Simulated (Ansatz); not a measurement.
**C2H5Cl + H radical: a complex and its separated parts**

Aim: how far the complex at one end of a reaction step lies below its separated, relaxed parts, level by level.

Program: Ansatz 0.2.0, Gaussian basis. Level of theory: PBE0-D4/def2-TZVP structures, single points in def2-TZVPP, no counterpoise correction. These are calculated values, not measurements.

Levels: SPW92, PBE-D4, BLYP-D4, r2SCAN-D4, B97M-V, PBE0-D4, B3LYP-D4, r2SCAN0-D4, BHLYP-D4, CAM-B3LYP-D4, wB97X-V, wB97M-V, B2PLYP, PBE-QIDH, Hartree-Fock, MP2, CCSD, CCSD(T).

Correlated methods freeze the cores. Orbitals are unrestricted. B3LYP uses VWN-RPA correlation. B2PLYP carries no dispersion term here.

94 further runs of the same task are left out: 94 set aside as unsound or not needed. Runs told in other sessions of the task aren't counted.

## Step 1: The starting structure

The complex: 9 atoms, charge 0, spin multiplicity 2.

Atoms are counted from 1 here; the program's logs count them from 0.

Bond lengths: Cl1–C2 1.788 Å, C2–C3 1.507 Å, C2–H5 1.089 Å, C2–H6 1.089 Å, C3–H7 1.094 Å, C3–H8 1.091 Å, C3–H9 1.091 Å. Angles: Cl1–C2–C3 111.4°, Cl1–C2–H5 106.3°, Cl1–C2–H6 106.3°, C3–C2–H5 111.9°, C3–C2–H6 111.9°, H5–C2–H6 108.7°, C2–C3–H7 109.6°, C2–C3–H8 111.0°, C2–C3–H9 111.0°, H7–C3–H8 108.4°, H7–C3–H9 108.4°, H8–C3–H9 108.4°.

As a file:

```
Cl   -1.2584    0.1372   -0.8435
C     0.4083    0.5519   -0.3466
C     0.8700   -0.3063    0.8028
H    -4.4281   -0.8476   -1.5831
H     0.3945    1.6093   -0.0848
H     1.0320    0.4187   -1.2299
H     1.8905   -0.0279    1.0814
H     0.2270   -0.1728    1.6739
H     0.8640   -1.3625    0.5297
```

Its parts: C2H5Cl holds atoms 1, 2, 3, 5, 6, 7, 8, 9; H radical holds atoms 4. Each part counts its atoms afresh in its own runs.

## Step 2: Relaxing C2H5Cl alone

The input, relax-a/in.yaml:

```yaml
crystal:
  periodic: [false, false, false]
  atoms:
    - {symbol: Cl, position_ang: [-1.258386, 0.137203, -0.843482]}
    - {symbol: C, position_ang: [0.408319, 0.551894, -0.346577]}
    - {symbol: C, position_ang: [0.870039, -0.306305, 0.802762]}
    - {symbol: H, position_ang: [0.394512, 1.609344, -0.084822]}
    - {symbol: H, position_ang: [1.032003, 0.418698, -1.229852]}
    - {symbol: H, position_ang: [1.890515, -0.027893, 1.081425]}
    - {symbol: H, position_ang: [0.227008, -0.172836, 1.673909]}
    - {symbol: H, position_ang: [0.864031, -1.362541, 0.529749]}
basis:
  gaussian: {orbitals: def2-TZVP}
hamiltonian: {xc: pbe0, dispersion: d4}
relax: {f_tol: 0.005, max_steps: 200}
```

On the command line:

```bash
$ ansatz run in.yaml --threads 4 --pin off --events-out ev --progress --plain --max-ram 9574MiB
```

The runs that follow: SPW92/def2-TZVPP; PBE-D4/def2-TZVPP; BLYP-D4/def2-TZVPP; r2SCAN-D4/def2-TZVPP; B97M-V/def2-TZVPP; PBE0-D4/def2-TZVPP; B3LYP-D4/def2-TZVPP; r2SCAN0-D4/def2-TZVPP; BHLYP-D4/def2-TZVPP; CAM-B3LYP-D4/def2-TZVPP; wB97X-V/def2-TZVPP; wB97M-V/def2-TZVPP; B2PLYP/def2-TZVPP; PBE-QIDH/def2-TZVPP; RPA on PBE/def2-TZVPP; CCSD(T)/def2-TZVPP; MP2/def2-QZVPP; Vibrations of C2H5Cl.

**Question.** What will these runs give? Wanted: complex less parts, CCSD(T)/def2-TZVPP; with zero-point energy; largest T1 diagnostic.

As calculated:

| quantity | value |
| --- | --- |
| complex less parts, CCSD(T)/def2-TZVPP | -0.31 kJ/mol |
| with zero-point energy | +0.34 kJ/mol |
| largest T1 diagnostic | 0.008 |

At CCSD(T) the complex lies 0.31 kJ/mol below its parts. The functionals run from B97M-V, off by +0.12 kJ/mol, to SPW92, off by -2.34 kJ/mol, against CCSD(T). Mean unsigned error by rung: LDA 2.34, GGA 0.88, meta-GGA 0.60, hybrid 0.85, range-separated hybrid 0.62, double hybrid 0.19 kJ/mol. The double hybrids carry no dispersion term here, unlike the levels marked D4 or V. PBE-D4 gives a relative energy 0.94 kJ/mol too low, an error of 306 % of the reference. No counterpoise was applied, and triple zeta lacks some correlation, so the CCSD(T) reference has a basis error of its own, and close matches with it are partly luck.
